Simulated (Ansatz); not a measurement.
What does this script print? It uses the Python package of Ansatz (0.2.0).

The script, `ch5cl2nsi.py`:
```python
"""CH5Cl2NSi at several levels of theory."""

from pathlib import Path
import warnings

import ansatz as az
import numpy as np

BASIS_SET = "def2-SVP"

GEOMETRY = """
C    -1.33790   -0.49170    0.10230
Si    0.24640    0.21860   -0.39120
N     1.46310   -0.26610    0.63930
Cl    0.81550   -0.30850   -2.29680
Cl    0.22760    2.25460   -0.40550
H    -1.66870   -0.11720    1.09940
H    -1.36730   -1.53930    0.07970
H    -2.13700   -0.08980   -0.59460
H     2.38510   -0.01460    0.25210
H     1.45630    0.30290    1.51830
"""


def main() -> None:
    warnings.simplefilter("ignore", az.DeckWarning)

    system = az.Crystal.molecule()
    for line in GEOMETRY.strip().splitlines():
        symbol, *xyz = line.split()
        system = system.atom(symbol, [float(v) for v in xyz])

    base = system.calculation().basis(gaussian=BASIS_SET)

    print("functional    E (Ha)        dipole (D)   HOMO (eV)  LUMO (eV)")
    for name in ["blyp", "r2scan", "r2scan0", "lc_wpbe", "hf"]:
        rep = base.functional(name).forces().orbitals().run(runs_dir="runs").report
        lines = Path(rep["orbitals_path"]).read_text().splitlines()
        field_of = lambda key: [line.split("=")[1].strip() for line in lines if line.startswith(key)]
        orbitals = [(27.211386 * float(e), s, float(n)) for e, s, n in zip(field_of("Ene="), field_of("Spin="), field_of("Occup="))]
        homo = max(e for e, _, n in orbitals if n > 0.5)
        lumo = min(e for e, _, n in orbitals if n < 0.5)
        dipole = 4.803205 * np.linalg.norm(rep["charge_distribution"]["dipole_moment_e_ang"])
        print(f"{name:10s} {rep['free_energy_ev'] / 27.211386246:14.6f} {dipole:9.3f} {homo:11.3f} {lumo:10.3f}")


if __name__ == "__main__":
    main()
```

```console
$ python ch5cl2nsi.py
functional    E (Ha)        dipole (D)   HOMO (eV)  LUMO (eV)
blyp         -1305.370455     1.804      -6.177      0.463
r2scan       -1305.313749     2.005      -6.822      0.884
r2scan0      -1305.297414     2.028      -8.247      1.720
lc_wpbe      -1305.051818     2.051     -10.847      3.604
hf           -1302.852551     2.036     -11.698      4.308
```

Total energies depend on the basis set; only differences at equal settings carry meaning. The geometry is a force-field or estimated start, not a minimum of this method, and the basis set is short of its limit. A lower total doesn't mark the better method: functionals have no common bound, and MP2 and coupled cluster aren't variational. Levels such as HOMO and LUMO are orbital energies: with these approximate functionals they aren't the ionisation energy and electron affinity, and their gap isn't the fundamental gap. Wall time of the script: 28 s on 1 thread of Arm Neoverse V2, on a shared host, peak memory 0.33 GiB.

(Lines on the test bed's own set-up are left out of the output.)
